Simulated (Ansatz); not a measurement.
The system is Ta3Cu.

```
CELL_PARAMETERS angstrom
-2.00651 2.00651 4.20817
2.00651 -2.00651 4.20817
2.00651 2.00651 -4.20817
ATOMIC_POSITIONS crystal
Ta 0.50000 0.50000 0.00000
Ta 0.25000 0.75000 0.50000
Ta 0.75000 0.25000 0.50000
Cu 0.00000 0.00000 0.00000
```

The cell comes from a database or a generator and needn't be the stable form of this composition.

Program: Ansatz 0.2.0. Alike in all runs: potentials or basis Ansatz PAW; cell as given; cutoff (eV) 420.

**Question.** Order these runs on this cell by their pressure, lowest first.
A. level PBE; spin off; k mesh 9 × 9 × 9; smearing gaussian 0.1 eV; mesh quality not flagged
B. level LDA; spin off; k mesh 5 × 5 × 5; smearing fermi-dirac 0.05 eV; mesh quality coarse
C. level PBEsol; spin SOC, no magnetisation; k mesh 9 × 9 × 9; smearing fermi-dirac 0.05 eV; points for each segment of the path 14; mesh quality not flagged
D. level revPBE; spin off; k mesh 5 × 5 × 5; smearing fermi-dirac 0.05 eV; mesh quality coarse
E. level BLYP; spin off; k mesh 5 × 5 × 5; smearing fermi-dirac 0.05 eV; mesh quality coarse

**Answer.** B (-11.5 GPa), C (-6.4 GPa), A (0.5 GPa), D (2.8 GPa), E (6.6 GPa).

Caveats: some runs use coarse meshes; the PAW data sets come from PBE, with cores solved anew for the run's functional, which leaves a small shift of forces and pressure (some runs); the density of states is complete only up to the lowest level of the last band computed (some runs); the potentials were made for another functional, which shifts forces and pressure (some runs).

Not every run made on this cell is shown here.
